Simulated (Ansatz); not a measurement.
# BH3SeSn: the cost of one run

The runs use Ansatz 0.2.0, Gaussian basis; BLYP/def2-SVP.

1 further run of the same task is left out (for a known fault of the program).

**1. The relaxed structure**

An earlier PBE0-D4 in a triple-zeta def2 set relaxation fixed the geometry. Sn takes the def2 core potential; no spin-orbit term is included.

SMILES `[BH]1[Se][SnH2]1`, 6 atoms, charge 0, spin multiplicity 1.

Atoms are counted from 1 here; the program's logs count them from 0.

Bond lengths: B1–Se2 1.867 Å, B1–Sn3 2.205 Å, B1–H4 1.185 Å, Se2–Sn3 2.670 Å, Sn3–H5 1.706 Å, Sn3–H6 1.706 Å. Angles: Se2–B1–Sn3 81.5°, Se2–B1–H4 137.6°, Sn3–B1–H4 140.9°, B1–Se2–Sn3 54.7°, B1–Sn3–Se2 43.7°, B1–Sn3–H5 123.6°, B1–Sn3–H6 123.6°, Se2–Sn3–H5 106.4°, Se2–Sn3–H6 106.4°, H5–Sn3–H6 109.2°.

**2. The run**

in.yaml reads:

```yaml
crystal:
  periodic: [false, false, false]
  atoms:
    - {symbol: B, position_ang: [-0.793936, -1.028945, -0.348317]}
    - {symbol: Se, position_ang: [0.842323, -1.665231, 0.286222]}
    - {symbol: Sn, position_ang: [0.166702, 0.909463, 0.076359]}
    - {symbol: H, position_ang: [-1.808310, -1.481519, -0.760739]}
    - {symbol: H, position_ang: [1.329998, 1.630189, -0.941704]}
    - {symbol: H, position_ang: [0.305222, 1.572143, 1.641880]}
basis:
  gaussian: {orbitals: def2-SVP}
hamiltonian: {xc: {name: BLYP}}
md: {timestep: 1 fs, n_steps: 30, ensemble: nvt_langevin, temperature: 700, initial_velocities: maxwell_boltzmann, friction: 0.01, seed: 843}
```

Run with:

```bash
ansatz run in.yaml --threads 2 --pin off --events-out ev --progress --plain --max-ram 4352MiB
```

Q: Estimate wall time and peak memory on 2 threads of Arm Neoverse V2, shared host.

About 38 s, with a peak of 0.35 GiB.
